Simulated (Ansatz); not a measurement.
# CH5Ga (built from SMILES [CH3][GaH2]): single points off equilibrium

One table from this session's results is given with a row withheld; the runs are named, their logs left out.

Method: single points in def2-TZVPP; program: Ansatz 0.2.0, Gaussian basis.

Correlated methods freeze the cores. Filled d shells of the heavier atoms are correlated. B3LYP uses VWN-RPA correlation.

### Starting geometry

7 atoms, charge 0, spin multiplicity 1.

Atoms are counted from 1 here; the program's logs count them from 0.

Bond lengths: Ga1–C4 2.317 Å, C4–H5 1.081 Å, C4–H6 0.904 Å, C4–H7 1.066 Å. Angles: Ga1–C4–H5 121.4°, Ga1–C4–H6 115.9°, Ga1–C4–H7 101.7°, H5–C4–H6 110.2°, H5–C4–H7 91.3°, H6–C4–H7 113.0°.

Coordinates:

```
Ga   -1.6192   -0.6684   -0.3000
H     0.5522   -0.6540   -1.0943
H    -0.1502   -1.4220   -1.4894
C     0.2443    0.4075    0.5601
H     0.9702   -0.1196    1.1629
H     0.6616    0.9825    0.0009
H    -0.1610    0.8859    1.4224
```

Set-up of the first run:

Input file run/in.yaml:

```yaml
crystal:
  periodic: [false, false, false]
  atoms:
    - {symbol: Ga, position_ang: [-1.619200, -0.668400, -0.300000]}
    - {symbol: H, position_ang: [0.552200, -0.654000, -1.094300]}
    - {symbol: H, position_ang: [-0.150200, -1.422000, -1.489400]}
    - {symbol: C, position_ang: [0.244300, 0.407500, 0.560100]}
    - {symbol: H, position_ang: [0.970200, -0.119600, 1.162900]}
    - {symbol: H, position_ang: [0.661600, 0.982500, 0.000900]}
    - {symbol: H, position_ang: [-0.161000, 0.885900, 1.422400]}
basis:
  gaussian: {orbitals: def2-TZVPP}
correlation: {method: ccsd_t}
output: {forces: true}
```

The command line of these runs was not kept.

Among the steps run: CCSD(T)/def2-TZVPP; PBE0-D4/def2-TZVPP; wB97M-V/def2-TZVPP; r2SCAN-D4/def2-TZVPP; PBE-D4/def2-TZVPP; B3LYP-D4/def2-TZVPP; HSE06-D4/def2-TZVPP.

One table of the session follows, with a row left open; its other results are not shown here.

| method | RMS force component (eV/Å) | angle to CCSD(T) forces (°) | dipole (D) |
| --- | --- | --- | --- |
| CCSD(T) | 3.686 | reference | 0.46 |
| PBE0-D4 | 3.648 | 1.3 | 0.51 |
| wB97M-V | 3.635 | 0.9 | 0.56 |
| r2SCAN-D4 | 3.607 | 2.0 | 0.45 |
| PBE-D4 | ? | ? | ? |
| B3LYP-D4 | 3.574 | 1.6 | 0.63 |
| HSE06-D4 | 3.647 | 1.3 | 0.51 |

Estimate the missing values for PBE-D4.

As computed: RMS force component (eV/Å): 3.612; angle to CCSD(T) forces (°): 3.1; dipole (D): 0.57. In the column «RMS force component (eV/Å)» it lies between r2SCAN-D4 (3.607) and wB97M-V (3.635).
